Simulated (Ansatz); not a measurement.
# Hf (hafnium): the cost of one run

Method: DFT PBE, scalar-relativistic, plane waves, PAW, in Ansatz 0.2.0.

### Step 1. The starting structure

The structure is hexagonal, space group P6_3/mmc (No. 194). The conventional cell has a = 3.197 Å, b = 3.197 Å, c = 5.058 Å, α = 90.00°, β = 90.00°, γ = 120.00°. Hf (site symmetry -6m2) is surrounded by 12 Hf at 3.13 to 3.20 Å.

Structure file:

```cif
data_structure
_symmetry_space_group_name_H-M 'P 1'
_symmetry_Int_Tables_number 1
_cell_length_a 3.1967
_cell_length_b 3.1967
_cell_length_c 5.0578
_cell_angle_alpha 90.000
_cell_angle_beta 90.000
_cell_angle_gamma 120.000
_cell_volume 44.76
loop_
_atom_site_label
_atom_site_type_symbol
_atom_site_fract_x
_atom_site_fract_y
_atom_site_fract_z
_atom_site_occupancy
Hf1 Hf 0.33333 0.66667 0.25000 1
Hf2 Hf 0.66667 0.33333 0.75000 1
```

The structure rests on an entry of the Crystallography Open Database; cell or positions may have been set otherwise for this series.

### Step 2. Relaxing cell and atoms: Hf (hafnium), no spin

input.yaml

```yaml
crystal:
  lattice:
    - [3.1967, 0.0, 0.0]
    - [-1.59835, 2.7684234083, 0.0]
    - [0.0, 0.0, 5.0578]
  atoms:
    - { symbol: Hf, position: [0.3333333333, 0.6666666667, 0.25] }
    - { symbol: Hf, position: [0.6666666667, 0.3333333333, 0.75] }
scf:
  occupations: { method: gaussian, width: 0.1 }
output:
  forces: true
  stress: true
  eigenvalues: true
  write_density: true
  write_potential: true
  elf: true
  volumetric_format: npy
hamiltonian:
  xc: pbe
kpoints:
  mp_grid: { grid: [16, 16, 10] }
basis:
  ecutwfc: 420
relax:
  f_tol: 0.002
  max_steps: 60
  cell: { stress_tol: 0.05 }
```

The run is started by

```sh
> ansatz run input.yaml --threads 4 --pin off --max-ram 8192MiB --backend cpu --events-out ev --progress --plain --runs-dir out
```

What time and memory should one allow on 4 threads of Intel Xeon 6975P-C (Granite Rapids), shared host?

About 9.5 s, with a peak of 0.58 GiB.
